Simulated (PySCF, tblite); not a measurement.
# RuSO₃: geometry, vibrations, single-point energies

What do calculations give for the geometry, vibrations, single-point energies of RuSO₃ (`[O]=[Ru](=[O])(=[O])=[S]`)?

Computed with tblite 0.8.0 and PySCF 2.14.0 and routines of our own; the level stands in each step. Atoms count from 0.

4 further runs of the same task are left out: 4 for a known fault of the program.

## 1. The starting structure

5 atoms, charge 0, multiplicity 1; geometry from: start built from the parent or by distance geometry.

## 2. Relaxing the molecule with GFN2-xTB

The job: settings as JSON, then the geometry in Å.

```
{"job": {"kind": "relax", "xc": "GFN2-xTB", "basis": "xTB"}, "charge": 0, "multiplicity": 1}
Ru     0.092000     0.124300     0.049000
O      0.018800     0.022500     1.645300
O      1.592700     0.032300    -0.545600
O     -0.769800     1.402600    -0.539300
S     -0.916400    -1.576000    -0.643700
```

Run with:

```sh
> OMP_NUM_THREADS=1 python redox_run.py task.json out
```

One launch serves the whole session: the jobs run in the order shown.

Log:

```text
step      E/eV     max force
  0    -502.03750    1.206
  1    -502.05703    0.129
  2    -502.05761    0.096
  3    -502.05835    0.099
  4    -502.05863    0.093
  5    -502.05897    0.046
  6    -502.05907    0.023
  7    -502.05909    0.009
```

Wall time 0.03 s (1 thread of Arm Neoverse V2, shared host).

Step by step:

```csv
step,energy from step 0 (eV),largest force (eV/Å)
0,0.0000,1.2057
1,-0.0195,0.1285
2,-0.0201,0.0963
3,-0.0208,0.0993
4,-0.0211,0.0935
5,-0.0215,0.0461
6,-0.0216,0.0233
7,-0.0216,0.0086
```

Distances of close pairs at the start and the end, largest changes first:

```csv
bond,before (Å),after (Å),change (Å)
Ru0–O3,1.650,1.619,-0.031
Ru0–O1,1.601,1.619,+0.018
Ru0–S4,2.095,2.093,-0.002
Ru0–O2,1.617,1.619,+0.002
```

The end geometry stands in the next job.

## 3. Vibrational analysis with GFN2-xTB

The job: settings as JSON, then the geometry in Å.

```
{"job": {"kind": "ir", "xc": "GFN2-xTB", "basis": "xTB"}, "charge": 0, "multiplicity": 1}
Ru     0.079097     0.131343     0.046849
O      0.024715     0.027204     1.661427
O      1.581169     0.032767    -0.548632
O     -0.755866     1.387795    -0.540417
S     -0.911861    -1.573395    -0.653597
```

Log:

```text
mode    cm-1     km/mol
  1     229.0      0.63
  2     229.4      0.65
  3     257.2     18.57
  4     257.7     18.42
  5     289.2     27.96
  6     481.2      7.97
  7     759.4    102.86
  8     823.8    101.08
  9     824.0    101.15
ZPE 24.828  H(298)-E 42.336  G(298)-E -52.616 kJ/mol  S 318.47 J/(mol K)
```

Wall time 0.1 s (1 thread of Arm Neoverse V2, shared host).

Which atoms move in the most intense modes:

```csv
cm⁻¹,km/mol,atoms
229,0.7,"O1 41 %, S4 27 %, O3 12 %, Ru0 11 %"
257,18.6,"O1 54 %, O3 18 %, O2 14 %, Ru0 14 %"
258,18.4,"O2 43 %, O3 39 %, Ru0 14 %"
289,28.0,"O1 25 %, O2 25 %, O3 25 %, Ru0 20 %"
481,8.0,"S4 77 %, Ru0 21 %"
759,102.9,"O1 32 %, O3 32 %, O2 32 %"
824,101.1,"O3 49 %, O2 33 %, Ru0 16 %"
824,101.2,"O1 54 %, O2 23 %, Ru0 16 %"
```

## 4. Relaxing the molecule at PBE-D3(BJ)/def2-SVP

The job: settings as JSON, then the geometry in Å.

```
{"job": {"xc": "PBE", "basis": "def2-SVP", "d3": "d3bj", "grid": 1, "kind": "geom"}, "charge": 0, "multiplicity": 1}
Ru     0.079097     0.131343     0.046849
O      0.024715     0.027204     1.661427
O      1.581169     0.032767    -0.548632
O     -0.755866     1.387795    -0.540417
S     -0.911861    -1.573395    -0.653597
```

Log:

```text
step   0  E = -718.10330127  max force = 0.097142
step   1  E = -718.12199789  max force = 0.038005
step   2  E = -718.12697299  max force = 0.009904
step   3  E = -718.12727720  max force = 0.001703
step   4  E = -718.12728894  max force = 0.000577
step   5  E = -718.12728937  max force = 0.001800
step   6  E = -718.12729574  max force = 0.001315
step   7  E = -718.12730162  max force = 0.000548
step   8  E = -718.12730539  max force = 0.000373
optimisation converged
```

It took 35 s on 1 thread of Arm Neoverse V2, shared host.

The steps of the relaxation:

```csv
step,energy from step 0 (eV),largest force component (eV/Å)
0,0.0000,4.9952
1,-0.5088,1.9543
2,-0.6441,0.5093
3,-0.6524,0.0876
4,-0.6527,0.0297
5,-0.6527,0.0926
6,-0.6529,0.0676
7,-0.6531,0.0282
8,-0.6532,0.0192
```

Close pairs (by a distance rule), those that changed most:

```csv
bond,before (Å),after (Å),change (Å)
Ru0–O1,1.619,1.699,+0.080
Ru0–O3,1.619,1.699,+0.080
Ru0–O2,1.619,1.698,+0.079
Ru0–S4,2.093,2.112,+0.020
```

The end geometry stands in the next job.

```csv
at the end point,value
point group (found at 0.08 Å tolerance),C3v
"rotational constants (GHz, main isotopes)","4.078, 2.409, 2.408"
dipole moment (D),1.21
```

## 5. Single point (RuSO₃): B3LYP-D3(BJ)/ma-def2-SVP

Geometry: PBE-D3(BJ)/def2-SVP.

The job: settings as JSON, then the geometry in Å.

```
{"job": {"kind": "sp", "xc": "B3LYP", "basis": "ma-def2-SVP", "d3": "d3bj", "grid": 2}, "charge": 0, "multiplicity": 1}
Ru     0.043539     0.075138     0.027456
O      0.011898     0.002385     1.724684
O      1.649654     0.095906    -0.522564
O     -0.776004     1.462326    -0.511022
S     -0.918370    -1.634268    -0.756844
```

Log:

```text
coarse grid: 29944 points
cycle   1  E = -717.5337753099  dE = -8.252e+00  |g| = 1.852e+00  |ddm| = 4.094e+00
cycle   2  E = -696.5167337520  dE =  2.102e+01  |g| = 7.214e+00  |ddm| = 2.979e+01
cycle   3  E = -717.9373758880  dE = -2.142e+01  |g| = 1.300e+00  |ddm| = 2.960e+01
cycle   4  E = -717.9452981072  dE = -7.922e-03  |g| = 1.557e+00  |ddm| = 2.376e+00
cycle   5  E = -718.4286280596  dE = -4.833e-01  |g| = 3.360e-01  |ddm| = 1.462e+00
cycle   6  E = -718.4624259345  dE = -3.380e-02  |g| = 9.076e-02  |ddm| = 4.174e-01
cycle   7  E = -718.4570781934  dE =  5.348e-03  |g| = 1.847e-01  |ddm| = 1.797e-01
cycle   8  E = -718.4638537346  dE = -6.776e-03  |g| = 2.929e-02  |ddm| = 1.252e-01
cycle   9  E = -718.4640817567  dE = -2.280e-04  |g| = 1.174e-02  |ddm| = 3.094e-02
cycle  10  E = -718.4641008863  dE = -1.913e-05  |g| = 6.615e-03  |ddm| = 1.157e-02
cycle  11  E = -718.4641095226  dE = -8.636e-06  |g| = 1.585e-03  |ddm| = 5.336e-03
final grid: 59600 points
cycle  12  E = -718.4640292402  dE =  1.169e-05  |g| = 7.151e-03  |ddm| = 7.685e-03
cycle  13  E = -718.4637483214  dE =  2.809e-04  |g| = 3.438e-02  |ddm| = 3.495e-02
cycle  14  E = -718.4640396050  dE = -2.913e-04  |g| = 3.155e-03  |ddm| = 2.974e-02
cycle  15  E = -718.4640416410  dE = -2.036e-06  |g| = 4.209e-04  |ddm| = 2.561e-03
cycle  16  E = -718.4640416825  dE = -4.150e-08  |g| = 6.991e-05  |ddm| = 3.866e-04
cycle  17  E = -718.4640416834  dE = -8.421e-10  |g| = 4.466e-05  |ddm| = 8.988e-05
converged SCF energy = -718.4640416834
```

Wall time 3.2 s (1 thread of Arm Neoverse V2, shared host); peak memory 0.5 GiB.

## 6. Single point (RuSO3+ (doublet)): B3LYP-D3(BJ)/ma-def2-SVP

Geometry: PBE-D3(BJ)/def2-SVP, that of another charge or spin state.

The job: settings as JSON, then the geometry in Å.

```
{"job": {"kind": "sp", "xc": "B3LYP", "basis": "ma-def2-SVP", "d3": "d3bj", "grid": 2}, "charge": 1, "multiplicity": 2}
Ru     0.043539     0.075138     0.027456
O      0.011898     0.002385     1.724684
O      1.649654     0.095906    -0.522564
O     -0.776004     1.462326    -0.511022
S     -0.918370    -1.634268    -0.756844
```

Log:

```text
final grid: 59600 points
cycle   1  E = -718.0576155197  dE =  1.202e-06  |g| = 2.522e-03  |ddm| = 3.200e-03
cycle   2  E = -718.0575199229  dE =  9.560e-05  |g| = 1.575e-02  |ddm| = 1.269e-02
cycle   3  E = -718.0576197149  dE = -9.979e-05  |g| = 8.146e-04  |ddm| = 9.743e-03
cycle   4  E = -718.0576200741  dE = -3.592e-07  |g| = 7.392e-04  |ddm| = 7.003e-04
cycle   5  E = -718.0576198482  dE =  2.259e-07  |g| = 7.458e-04  |ddm| = 4.441e-04
cycle   6  E = -718.0576158006  dE =  4.048e-06  |g| = 7.043e-04  |ddm| = 8.339e-03
cycle   7  E = -718.0576124733  dE =  3.327e-06  |g| = 6.783e-04  |ddm| = 7.180e-03
cycle   8  E = -718.0575971168  dE =  1.536e-05  |g| = 4.500e-04  |ddm| = 3.958e-02
cycle   9  E = -718.0575885954  dE =  8.521e-06  |g| = 3.637e-04  |ddm| = 3.131e-02
cycle  10  E = -718.0575896425  dE = -1.047e-06  |g| = 3.310e-04  |ddm| = 4.198e-03
cycle  11  E = -718.0575814080  dE =  8.235e-06  |g| = 7.995e-04  |ddm| = 6.190e-02
cycle  12  E = -718.0575820007  dE = -5.927e-07  |g| = 5.045e-04  |ddm| = 2.462e-03
cycle  13  E = -718.0575828448  dE = -8.441e-07  |g| = 3.211e-04  |ddm| = 9.030e-03
cycle  14  E = -718.0575828333  dE =  1.146e-08  |g| = 1.160e-04  |ddm| = 2.175e-03
cycle  15  E = -718.0575827814  dE =  5.191e-08  |g| = 8.931e-05  |ddm| = 8.302e-03
cycle  16  E = -718.0575828212  dE = -3.979e-08  |g| = 5.667e-05  |ddm| = 2.850e-03
cycle  17  E = -718.0575828029  dE =  1.837e-08  |g| = 4.830e-05  |ddm| = 3.769e-03
cycle  18  E = -718.0575828139  dE = -1.101e-08  |g| = 2.697e-05  |ddm| = 2.056e-03
cycle  19  E = -718.0575828077  dE =  6.202e-09  |g| = 1.117e-05  |ddm| = 1.532e-03
converged SCF energy = -718.0575828077
```

Wall time 91 s (1 thread of Arm Neoverse V2, shared host); peak memory 0.52 GiB.

## 7. Geometry optimisation with GFN2-xTB

This step treats RuSO₃+ (doublet).

The job: settings as JSON, then the geometry in Å.

```
{"job": {"kind": "relax", "xc": "GFN2-xTB", "basis": "xTB"}, "charge": 1, "multiplicity": 2}
Ru     0.059800     0.069000     0.022200
O      0.001200     0.011000     1.701700
O      1.667100     0.088300    -0.519400
O     -0.778500     1.476900    -0.531600
S     -0.921600    -1.638100    -0.745500
```

Log:

```text
step      E/eV     max force
  0    -485.25049    4.313
  1    -485.67210    2.374
  2    -485.86061    1.084
  3    -485.87695    0.386
  4    -485.88439    0.335
  5    -485.90010    0.184
  6    -485.90109    0.161
  7    -485.90237    0.104
  8    -485.90285    0.075
  9    -485.90306    0.022
 10    -485.90308    0.006
```

Run time: 0.04 s. Hardware: 1 thread of Arm Neoverse V2, shared host.

Relaxation path:

```csv
step,energy from step 0 (eV),largest force (eV/Å)
0,0.0000,4.3129
1,-0.4216,2.3742
2,-0.6101,1.0839
3,-0.6265,0.3864
4,-0.6339,0.3353
5,-0.6496,0.1838
6,-0.6506,0.1613
7,-0.6519,0.1043
8,-0.6524,0.0748
9,-0.6526,0.0224
10,-0.6526,0.0062
```

Close pairs (by a distance rule), those that changed most:

```csv
bond,before (Å),after (Å),change (Å)
Ru0–S4,2.113,2.269,+0.156
Ru0–O3,1.730,1.589,-0.140
Ru0–O2,1.696,1.589,-0.107
Ru0–O1,1.682,1.589,-0.092
```

The next job starts from the end point, and lists it.

## 8. Infrared spectrum with GFN2-xTB

The job: settings as JSON, then the geometry in Å.

```
{"job": {"kind": "ir", "xc": "GFN2-xTB", "basis": "xTB"}, "charge": 1, "multiplicity": 2}
Ru     0.131266     0.223775     0.084991
O     -0.018152    -0.028383     1.647067
O      1.587638     0.047853    -0.526734
O     -0.764712     1.380069    -0.536501
S     -0.908079    -1.616121    -0.741483
```

Log:

```text
mode    cm-1     km/mol
  1     169.5      2.54
  2     169.7      2.58
  3     237.8      9.90
  4     237.9      9.90
  5     250.8     18.36
  6     282.7      7.45
  7     792.4     42.54
  8     882.0     42.19
  9     882.1     42.07
ZPE 23.357  H(298)-E 42.071  G(298)-E -57.644 kJ/mol  S 334.44 J/(mol K)
```

It took 0.11 s on 1 thread of Arm Neoverse V2, shared host.

Which atoms move in the most intense modes:

```csv
cm⁻¹,km/mol,atoms
170,2.6,"O1 46 %, S4 22 %, O2 16 %, O3 14 %"
238,9.9,"O1 50 %, Ru0 20 %, O3 16 %, O2 11 %"
238,9.9,"O2 40 %, O3 36 %, Ru0 20 %"
251,18.4,"Ru0 42 %, O2 16 %, O3 16 %, O1 16 %"
283,7.5,S4 72 %
792,42.5,"O2 33 %, O3 33 %, O1 33 %"
882,42.2,"O2 48 %, O3 34 %, Ru0 16 %"
882,42.1,"O1 55 %, O3 22 %, Ru0 16 %"
```

## 9. Optimising the geometry at PBE-D3(BJ)/def2-SVP

This step treats RuSO₃+ (doublet).

The job: settings as JSON, then the geometry in Å.

```
{"job": {"xc": "PBE", "basis": "def2-SVP", "d3": "d3bj", "grid": 1, "kind": "geom"}, "charge": 1, "multiplicity": 2}
Ru     0.131266     0.223775     0.084991
O     -0.018152    -0.028383     1.647067
O      1.587638     0.047853    -0.526734
O     -0.764712     1.380069    -0.536501
S     -0.908079    -1.616121    -0.741483
```

Log:

```text
step   0  E = -717.69600664  max force = 0.120619
step   1  E = -717.73037722  max force = 0.033197
step   2  E = -717.73423747  max force = 0.010773
step   3  E = -717.73481123  max force = 0.014066
step   4  E = -717.73511756  max force = 0.002260
step   5  E = -717.73512938  max force = 0.000599
step   6  E = -717.73511590  max force = 0.001933
step   7  E = -717.73513417  max force = 0.001867
step   8  E = -717.73515474  max force = 0.000904
step   9  E = -717.73517631  max force = 0.000544
step  10  E = -717.73515600  max force = 0.000775
step  11  E = -717.73516290  max force = 0.000514
step  12  E = -717.73516635  max force = 0.000323
step  13  E = -717.73516661  max force = 0.000328
step  14  E = -717.73516707  max force = 0.000268
optimisation converged
```

Run time: 1.9 min. Hardware: 1 thread of Arm Neoverse V2, shared host; peak memory 0.38 GiB.

The steps of the relaxation:

```csv
step,energy from step 0 (eV),largest force component (eV/Å)
0,0.0000,6.2025
1,-0.9353,1.7071
2,-1.0403,0.5540
3,-1.0559,0.7233
4,-1.0643,0.1162
5,-1.0646,0.0308
6,-1.0642,0.0994
7,-1.0647,0.0960
8,-1.0653,0.0465
9,-1.0659,0.0280
10,-1.0653,0.0399
11,-1.0655,0.0264
12,-1.0656,0.0166
13,-1.0656,0.0169
14,-1.0656,0.0138
```

Distances of close pairs at the start and the end, largest changes first:

```csv
bond,before (Å),after (Å),change (Å)
Ru0–O1,1.589,1.685,+0.096
Ru0–O2,1.589,1.680,+0.091
Ru0–O3,1.589,1.680,+0.090
Ru0–S4,2.269,2.216,-0.053
```

The final coordinates are the input of the step that follows.

```csv
at the end point,value
point group (found at 0.08 Å tolerance),Cs
"rotational constants (GHz, main isotopes)","4.095, 2.328, 2.293"
⟨S²⟩,0.773
```

(Part 1 of 2 ends here.)
